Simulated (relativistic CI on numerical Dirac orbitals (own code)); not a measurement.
# Cu²⁺: L2,3 absorption with charge transfer

Aim: the L2,3 absorption spectrum of Cu²⁺ in a cubic metal-ligand cluster, for 5 values of Delta.

Program: relativistic CI on numerical Dirac orbitals (own code) version 3. Level of theory: charge-transfer multiplet model of a cubic metal-ligand cluster with up to 3 ligand holes, Slater and spin-orbit integrals from Dirac-Coulomb-Breit ions, Slater integrals scaled by 0.8. These are calculated values, not measurements, unless marked.

## Step 1: Starting point

- ion: Cu²⁺ (Cu III)
- nuclear charge: 29
- electrons: 27
- d electrons: 9
- ligand holes at most: 1
- parameters: in eV; Veg, Vt2g hoppings, tenDq and tenDqL metal and ligand splittings (negative tenDq: tetrahedral), red the scaling of hopping with a core hole
- temperature: 20 K
- widths: Lorentz 0.4 eV, Gauss 0.3 eV

## Step 2: Delta = 4.4 eV

Settings, as recorded:

```ini
cluster ion=Cu2+ d9 ligand_holes=3 slater_scale=0.8
Delta=4.4 Udd=8.2 Upd=9.9 tenDq=1.1 tenDqL=1.3 Veg=1.35 Vt2g=-0.66 red=0.9
spectrum xas L2,3 T=20 lorentz=0.4 gauss=0.3
```

Command:

```sh
python run_levels.py task.json out
```

task.json lists these runs, among others, and the program works through them in turn.

## Step 3: Delta = 1.4 eV

Settings, as recorded:

```ini
cluster ion=Cu2+ d9 ligand_holes=3 slater_scale=0.8
Delta=1.4 Udd=8.2 Upd=9.9 tenDq=1.1 tenDqL=1.3 Veg=1.35 Vt2g=-0.66 red=0.9
spectrum xas L2,3 T=20 lorentz=0.4 gauss=0.3
```

## Step 4: Delta = 2.4 eV

Settings, as recorded:

```ini
cluster ion=Cu2+ d9 ligand_holes=3 slater_scale=0.8
Delta=2.4 Udd=8.2 Upd=9.9 tenDq=1.1 tenDqL=1.3 Veg=1.35 Vt2g=-0.66 red=0.9
spectrum xas L2,3 T=20 lorentz=0.4 gauss=0.3
```

## Step 5: Delta = 3.4 eV

Settings, as recorded:

```ini
cluster ion=Cu2+ d9 ligand_holes=3 slater_scale=0.8
Delta=3.4 Udd=8.2 Upd=9.9 tenDq=1.1 tenDqL=1.3 Veg=1.35 Vt2g=-0.66 red=0.9
spectrum xas L2,3 T=20 lorentz=0.4 gauss=0.3
```

## Step 6: Delta = 7.4 eV

Settings, as recorded:

```ini
cluster ion=Cu2+ d9 ligand_holes=3 slater_scale=0.8
Delta=7.4 Udd=8.2 Upd=9.9 tenDq=1.1 tenDqL=1.3 Veg=1.35 Vt2g=-0.66 red=0.9
spectrum xas L2,3 T=20 lorentz=0.4 gauss=0.3
```

(Steps that only read results are left out.)

**Question.** What will these runs give? Wanted: d count; ground spin.

The runs gave:

| run | d count | weight without ligand hole | ground S | up to four highest peaks (% of the highest), eV from the first main peak |
| --- | --- | --- | --- | --- |
| Delta = 4.4 eV | 9.08 | 0.92 | 0.50 | 0.0 (100), 20.1 (36) |
| Delta = 1.4 eV | 9.28 | 0.72 | 0.50 | 0.0 (100), 20.1 (39) |
| Delta = 2.4 eV | 9.18 | 0.82 | 0.50 | 0.0 (100), 20.1 (38) |
| Delta = 3.4 eV | 9.11 | 0.89 | 0.50 | 0.0 (100), 20.1 (37) |
| Delta = 7.4 eV | 9.03 | 0.97 | 0.50 | 0.0 (100), 20.1 (35) |

| quantity | value |
| --- | --- |
| d count | 9.03 to 9.28 |
| ground spin (effective S from ⟨S²⟩) | 0.50 |

In words: From Delta = 1.4 eV to Delta = 7.4 eV the ground-state d count goes from 9.28 to 9.03. In the first run d9 holds 92 % of the ground state. The cluster parameters are drawn, not fitted to a compound.
